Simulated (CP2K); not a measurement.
Ta3AsAu2O13:

```
Ta As Au O
1.0
     5.45204    0.00000    0.00000
    -2.72602    4.72161    0.00000
     0.00000    0.00000    9.57902
Ta As Au O
3 1 2 13
Direct
  0.00000 0.00000 0.19408
  0.00000 0.00000 0.80592
  0.66667 0.33333 0.00000
  0.00000 0.00000 0.50000
  0.33333 0.66667 0.27428
  0.33333 0.66667 0.72572
  0.00000 0.00000 0.00000
  0.23947 0.97129 0.36402
  0.02871 0.26818 0.36402
  0.73182 0.76053 0.36402
  0.23947 0.97129 0.63598
  0.02871 0.26818 0.63598
  0.73182 0.76053 0.63598
  0.38452 0.33425 0.85844
  0.66575 0.05026 0.85844
  0.94974 0.61548 0.85844
  0.38452 0.33425 0.14156
  0.66575 0.05026 0.14156
  0.94974 0.61548 0.14156
```

The cell was built by a generator and needn't be a form met in nature.

Base run:

```yaml
Program: CP2K 2026.2
Functional: RPBE
Potentials_or_basis: GTH_POTENTIALS Ta GTH-PBE-q13, As GTH-PBE-q5, Au GTH-PBE-q11, O GTH-PBE-q6; DZVP-MOLOPT-SR-GTH basis
Density_cutoff: 12245 eV
k_mesh: 5 × 5 × 2
Occupations: fermi-dirac, width 0.05 eV
Spin: no spin polarisation
```

Its results: band gap on the k mesh none (metal or under the smearing width); pressure 3.1 GPa; largest force 0.363 eV/Å.

Question: The run is repeated on the same cell with these changes: functional from RPBE to PBEsol. What comes out?

Answer: Band gap on the k mesh none (metal or under the smearing width); pressure -4.5 GPa; largest force 0.443 eV/Å.

PBEsol binds more tightly than RPBE, so the same cell stands under less pressure.

Caveats: the potentials were made for another functional, which shifts forces and pressure; the basis of atomic orbitals isn't converged, which shifts pressures, moduli and gaps.
